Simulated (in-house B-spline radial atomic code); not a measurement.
**Excited states and polarisability of Ga³⁺ by several methods**

How far do the methods of linear response differ for Ga³⁺? Each gives excitation energies, polarisability and C6.

The numbers are computed with in-house B-spline radial atomic code version 1 (linear response of a closed shell, each method with its own adiabatic kernel; non-relativistic; B-spline basis; no spin-orbit coupling, no double excitations; only terms of natural parity, (−1)^L, with L up to 3 are computed), except any that are marked as measured or tabulated.

## Step 1: Starting point

* element: gallium (Z = 31)
* charge: +3
* configuration: [Ar] 3d10
* runs: TDHF; BSE on G0W0@HF; LDA (VWN5); PBE; PBE0; B3LYP; CAM-B3LYP; LC-ωPBE; ωB97X; HSE06; BHandHLYP; BLYP; PBEsol; BP86; exchange-only LDA; B97-1; RPBE; OLYP

The outer shells:

Ga³⁺
```
[Ar] core
3d [↑↓][↑↓][↑↓][↑↓][↑↓]
```

## Step 2: TDHF

Settings, as recorded:

```ini
Z = 31
electrons = 28.0
configuration = [Ar] 3d10
hamiltonian = nr
method = hf
box_radius = 23.08
intervals = 55
```

The run is started by

```console
python run_td.py task.json out
```

task.json lists these runs, among others, and the program works through them in turn.

## Step 3: BSE on G0W0@HF

Settings: those of step 2 with these lines changed.

```diff
@@ -4,3 +4,3 @@
 hamiltonian = nr
-method = hf
+method = bse
 box_radius = 23.08
```

## Step 4: LDA (VWN5)

Settings: those of step 3 with these lines changed.

```diff
@@ -4,3 +4,3 @@
 hamiltonian = nr
-method = bse
+method = lda,vwn
 box_radius = 23.08
```

## Step 5: PBE

Settings: those of step 4 with these lines changed.

```diff
@@ -4,3 +4,3 @@
 hamiltonian = nr
-method = lda,vwn
+method = pbe,pbe
 box_radius = 23.08
```

## Step 6: PBE0

Settings: those of step 5 with these lines changed.

```diff
@@ -4,3 +4,3 @@
 hamiltonian = nr
-method = pbe,pbe
+method = pbe0
 box_radius = 23.08
```

## Step 7: B3LYP

Settings: those of step 6 with these lines changed.

```diff
@@ -4,3 +4,3 @@
 hamiltonian = nr
-method = pbe0
+method = b3lyp
 box_radius = 23.08
```

## Step 8: CAM-B3LYP

Settings: those of step 7 with these lines changed.

```diff
@@ -4,3 +4,3 @@
 hamiltonian = nr
-method = b3lyp
+method = camb3lyp
 box_radius = 23.08
```

## Step 9: LC-ωPBE

Settings: those of step 8 with these lines changed.

```diff
@@ -4,3 +4,3 @@
 hamiltonian = nr
-method = camb3lyp
+method = lc_wpbe
 box_radius = 23.08
```

## Step 10: ωB97X

Settings: those of step 9 with these lines changed.

```diff
@@ -4,3 +4,3 @@
 hamiltonian = nr
-method = lc_wpbe
+method = wb97x
 box_radius = 23.08
```

## Step 11: HSE06

Settings: those of step 10 with these lines changed.

```diff
@@ -4,3 +4,3 @@
 hamiltonian = nr
-method = wb97x
+method = hse06
 box_radius = 23.08
```

## Step 12: BHandHLYP

Settings: those of step 11 with these lines changed.

```diff
@@ -4,3 +4,3 @@
 hamiltonian = nr
-method = hse06
+method = bhandhlyp
 box_radius = 23.08
```

## Step 13: BLYP

Settings: those of step 12 with these lines changed.

```diff
@@ -4,3 +4,3 @@
 hamiltonian = nr
-method = bhandhlyp
+method = b88,lyp
 box_radius = 23.08
```

## Step 14: PBEsol

Settings: those of step 13 with these lines changed.

```diff
@@ -4,3 +4,3 @@
 hamiltonian = nr
-method = b88,lyp
+method = pbesol
 box_radius = 23.08
```

## Step 15: BP86

Settings: those of step 14 with these lines changed.

```diff
@@ -4,3 +4,3 @@
 hamiltonian = nr
-method = pbesol
+method = b88,p86
 box_radius = 23.08
```

## Step 16: exchange-only LDA

Settings: those of step 15 with these lines changed.

```diff
@@ -4,3 +4,3 @@
 hamiltonian = nr
-method = b88,p86
+method = lda,
 box_radius = 23.08
```

## Step 17: B97-1

Settings: those of step 16 with these lines changed.

```diff
@@ -4,3 +4,3 @@
 hamiltonian = nr
-method = lda,
+method = b97_1
 box_radius = 23.08
```

## Step 18: RPBE

Settings: those of step 17 with these lines changed.

```diff
@@ -4,3 +4,3 @@
 hamiltonian = nr
-method = b97_1
+method = rpbe,pbe
 box_radius = 23.08
```

## Step 19: OLYP

Settings: those of step 18 with these lines changed.

```diff
@@ -4,3 +4,3 @@
 hamiltonian = nr
-method = rpbe,pbe
+method = optx,lyp
 box_radius = 23.08
```

Before running it: what results should come out? Wanted: for each run, threshold; 3d→4p ¹P; 3d→4p ³P, Tamm-Dancoff; α; C6.

As calculated:

```csv
run,threshold (eV),3d→4p ¹P (eV),"3d→4p ³P, Tamm-Dancoff (eV)",α (bohr³),C6 (hartree bohr⁶),time
TDHF,65.530,31.583,29.919,1.204,2.632,0.8 s
BSE on G0W0@HF,64.003,30.182,28.729,1.204,2.589,1.2 s
LDA (VWN5),53.223,26.949,25.706,1.444,3.225,0.6 s
PBE,52.852,26.600,25.263,1.448,3.232,0.7 s
PBE0,56.286,28.091,26.699,1.367,3.032,0.9 s
B3LYP,55.774,27.451,26.042,1.395,3.099,0.9 s
CAM-B3LYP,57.799,27.315,25.918,1.397,3.104,1.2 s
LC-ωPBE,58.421,26.923,25.591,1.424,3.179,1.1 s
ωB97X,58.390,28.073,27.098,1.397,3.113,1.2 s
HSE06,55.840,28.060,26.660,1.372,3.046,1.2 s
BHandHLYP,59.736,28.970,27.462,1.312,2.894,1 s
BLYP,52.841,26.195,24.791,1.465,3.272,0.7 s
PBEsol,52.825,26.808,25.484,1.443,3.224,0.7 s
BP86,52.915,26.973,25.733,1.447,3.235,0.7 s
exchange-only LDA,51.390,26.131,24.645,1.488,3.336,0.6 s
B97-1,55.698,27.902,26.834,1.378,3.058,1 s
RPBE,52.736,26.422,25.119,1.447,3.226,0.7 s
OLYP,53.101,26.418,25.130,1.408,3.112,0.7 s
```

In words: α runs from 1.20 (BSE on G0W0@HF) to 1.49 bohr³ (exchange-only LDA). The semilocal functionals put the threshold at 51.4 to 53.2 eV, under Hartree-Fock's 65.5 eV, through self-interaction. In this BSE only levels near the gap carry their own quasi-particle shift; deeper ones move rigidly and higher empty ones not at all. Relativity is absent, so for an element this heavy the values are those of a model, not of the real ion.
